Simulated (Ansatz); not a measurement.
# Y2WC3: the cost of one run

Computed with Ansatz 0.2.0 (DFT PBE, scalar-relativistic, plane waves, PAW, unless a step's input says otherwise).

### Step 1. The system as given

It takes space group P6/mmm (No. 191, hexagonal). Conventional cell: a = 5.452 Å, b = 5.452 Å, c = 4.109 Å, α = 90.00°, β = 90.00°, γ = 120.00°. Y (site symmetry -6m2) is surrounded by 6 C at 2.59 Å. W (site symmetry 6/mmm) has 6 Y at 3.15 Å and 12 C at 3.41 Å as nearest neighbours. Around C (site symmetry mmm) lie 4 Y at 2.59 Å and 4 W at 3.41 Å.

Structure file:

```cif
data_structure
_symmetry_space_group_name_H-M 'P 1'
_symmetry_Int_Tables_number 1
_cell_length_a 5.4523
_cell_length_b 5.4523
_cell_length_c 4.1089
_cell_angle_alpha 90.000
_cell_angle_beta 90.000
_cell_angle_gamma 120.000
_cell_volume 105.78
loop_
_atom_site_label
_atom_site_type_symbol
_atom_site_fract_x
_atom_site_fract_y
_atom_site_fract_z
_atom_site_occupancy
Y1 Y 0.66667 0.33333 0.00000 1
Y2 Y 0.33333 0.66667 0.00000 1
W1 W 0.00000 0.00000 0.00000 1
C1 C 0.50000 0.00000 0.50000 1
C2 C 0.50000 0.50000 0.50000 1
C3 C 0.00000 0.50000 0.50000 1
```

The cell is invented: species swapped into a database cell of NdAl3Ni2 (P6/mmm, No. 191), with W on the Nd sites, C on the Al sites and Y on the Ni sites. The dimensions are guesses.

### Step 2. The guess as it stands, on a coarse mesh

input.yaml reads:

```yaml
crystal:
  lattice:
    - [5.45233719, 0.0, 0.0]
    - [-2.7261686, 4.72186252, 0.0]
    - [0.0, 0.0, 4.10887236]
  atoms:
    - { symbol: "Y", position: [0.66666667, 0.33333333, 0.0] }
    - { symbol: "Y", position: [0.33333333, 0.66666667, 0.0] }
    - { symbol: W, position: [0.0, 0.0, 0.0] }
    - { symbol: C, position: [0.5, 0.0, 0.5] }
    - { symbol: C, position: [0.5, 0.5, 0.5] }
    - { symbol: C, position: [0.0, 0.5, 0.5] }
basis:
  ecutwfc: 420
kpoints:
  mp_grid: { grid: [6, 6, 4] }
hamiltonian:
  xc: pbe
scf:
  occupations: { method: gaussian, width: 0.1 }
  lower_state_search: "off"
output:
  forces: true
  stress: true
  eigenvalues: true
```

Command:

```console
$ ansatz run input.yaml --threads 1 --pin off --max-ram 2048MiB --backend cpu --events-out ev --progress --plain --runs-dir out
```

**Question.** How long does this run take on 1 thread of Arm Neoverse V1, shared host, and how much memory does it need?

About 4.2 s, with a peak of 0.38 GiB.
